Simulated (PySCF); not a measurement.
FB2OSiH3, in a box:

```xyz
8
Lattice="13.0000 0.0000 0.0000 0.0000 13.0000 0.0000 0.0000 0.0000 13.0000" Properties=species:S:1:pos:R:3 pbc="T T T"
F     5.9436    5.5803    8.5251
B     6.3357    6.0919    7.3744
B     7.4306    7.3775    6.8288
O     7.2210    7.2084    5.4558
Si    6.0835    5.9353    5.3961
H     8.2226    8.1829    7.2430
H     4.7797    6.4219    4.6630
H     6.6493    4.8833    4.5426
```

The cell isn't the ideal one: atoms moved at random, drawn with an rms of 0.05 Å.

Base run:

| Property | Result |
| --- | --- |
| Program | PySCF 2.14.0 |
| Functional | M06 |
| Dispersion | D4 |
| Potentials or basis | 6-31g* (all-electron) |
| k mesh | 1 × 1 × 1 |
| Occupations | fixed |
| Spin | no spin polarisation |

Its results: gap between the frontier levels 4.58 eV.

The run is repeated on the same cell with these changes: functional from M06 to BHandHLYP. What comes out?

Gap between the frontier levels 6.79 eV.

Caveats: this is a molecule in a periodic box at the Γ point, so its band gap is the HOMO-LUMO gap; the basis of atomic orbitals isn't converged, which shifts pressures, moduli and gaps.

